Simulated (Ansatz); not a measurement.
# FH2NOSi: functionals against CCSD(T) at one geometry

Aim: energy, forces and dipole at a structure displaced at random from a GFN2-xTB minimum, from CCSD(T) and from density functionals.

The runs use Ansatz 0.2.0, Gaussian basis; single points in def2-TZVPP.

Correlated methods freeze the cores.

### 1 The system as given

SMILES `N[Si](=O)F`, 6 atoms, charge 0, spin multiplicity 1.

Atoms are counted from 1 here; the program's logs count them from 0.

Bond lengths: N1–Si2 1.680 Å, N1–H5 1.004 Å, N1–H6 0.965 Å, Si2–O3 1.592 Å, Si2–F4 1.642 Å. Angles: Si2–N1–H5 130.4°, Si2–N1–H6 120.9°, H5–N1–H6 108.2°, N1–Si2–O3 131.7°, N1–Si2–F4 105.3°, O3–Si2–F4 121.9°.

As a file:

```xyz
6
FH2NOSi
N    -0.2824    0.8466   -0.1332
Si    0.3442   -0.6753    0.2045
O     1.2036   -1.2178    1.4293
F    -0.3874   -1.6901   -0.8588
H    -0.0789    1.7395    0.2780
H    -0.8455    0.9905   -0.9033
```

### 2 CCSD(T)/def2-TZVPP

Input file run/in.yaml:

```yaml
crystal:
  periodic: [false, false, false]
  atoms:
    - {symbol: N, position_ang: [-0.282400, 0.846600, -0.133200]}
    - {symbol: Si, position_ang: [0.344200, -0.675300, 0.204500]}
    - {symbol: O, position_ang: [1.203600, -1.217800, 1.429300]}
    - {symbol: F, position_ang: [-0.387400, -1.690100, -0.858800]}
    - {symbol: H, position_ang: [-0.078900, 1.739500, 0.278000]}
    - {symbol: H, position_ang: [-0.845500, 0.990500, -0.903300]}
basis:
  gaussian: {orbitals: def2-TZVPP}
correlation: {method: ccsd_t}
output: {forces: true}
```

No record of the launch command was kept for these runs.

### 3 PBE0-D4/def2-TZVPP

Changes to run/in.yaml since step 2:

```diff
@@ -11,3 +11,3 @@
   gaussian: {orbitals: def2-TZVPP}
-correlation: {method: ccsd_t}
-output: {forces: true}
+hamiltonian: {xc: pbe0, dispersion: d4}
+output: {forces: true, orbitals: {seedname: orbitals}}
```

### 4 wB97M-V/def2-TZVPP

Changes to run/in.yaml since step 3:

```diff
@@ -11,3 +11,3 @@
   gaussian: {orbitals: def2-TZVPP}
-hamiltonian: {xc: pbe0, dispersion: d4}
-output: {forces: true, orbitals: {seedname: orbitals}}
+hamiltonian: {xc: {name: wB97M-V}}
+output: {forces: true}
```

### 5 r2SCAN-D4/def2-TZVPP

Changes to run/in.yaml since step 4:

```diff
@@ -11,3 +11,3 @@
   gaussian: {orbitals: def2-TZVPP}
-hamiltonian: {xc: {name: wB97M-V}}
+hamiltonian: {xc: r2scan, dispersion: d4}
 output: {forces: true}
```

### 6 PBE-D4/def2-TZVPP

Changes to run/in.yaml since step 5:

```diff
@@ -11,3 +11,3 @@
   gaussian: {orbitals: def2-TZVPP}
-hamiltonian: {xc: r2scan, dispersion: d4}
+hamiltonian: {xc: pbe, dispersion: d4}
 output: {forces: true}
```

### 7 LC-wPBE/def2-TZVPP

Changes to run/in.yaml since step 6:

```diff
@@ -11,3 +11,3 @@
   gaussian: {orbitals: def2-TZVPP}
-hamiltonian: {xc: pbe, dispersion: d4}
+hamiltonian: {xc: {name: LC-wPBE}}
 output: {forces: true}
```

### 8 r2SCAN0-D4/def2-TZVPP

Changes to run/in.yaml since step 7:

```diff
@@ -11,3 +11,3 @@
   gaussian: {orbitals: def2-TZVPP}
-hamiltonian: {xc: {name: LC-wPBE}}
+hamiltonian: {xc: {name: r2SCAN0}, dispersion: d4}
 output: {forces: true}
```

(Steps that only read results are left out.)

**Question.** What will these runs give? Wanted: energy less free atoms, CCSD(T)/def2-TZVPP; RMS force component; RMS force error; HOMO and LUMO, PBE0-D4; T1 diagnostic.

**Answer**, as computed:

| quantity | value |
| --- | --- |
| energy less free atoms, CCSD(T)/def2-TZVPP | -2275.4 kJ/mol |
| RMS force component | 1.287 to 1.595 eV/Å over the methods |
| RMS force error | PBE0-D4 0.136, wB97M-V 0.149, r2SCAN-D4 0.075, PBE-D4 0.279, LC-wPBE 0.247, r2SCAN0-D4 0.262 eV/Å |
| HOMO and LUMO, PBE0-D4 | -8.24 and -1.52 eV |
| T1 diagnostic | 0.017 |

In words: Against CCSD(T) the functionals' energies less atoms differ by -150.4 to +9.3 kJ/mol, PBE-D4 by -150.4 kJ/mol. The reference is not at the basis limit: in triple zeta CCSD(T) underbinds, which counts against methods that bind more; the gaps are no ranking. For forces r2SCAN-D4 does best and PBE-D4 worst. Frozen-core CCSD(T) forces in triple zeta carry basis errors of their own, and this is one geometry, so small gaps rank nothing.
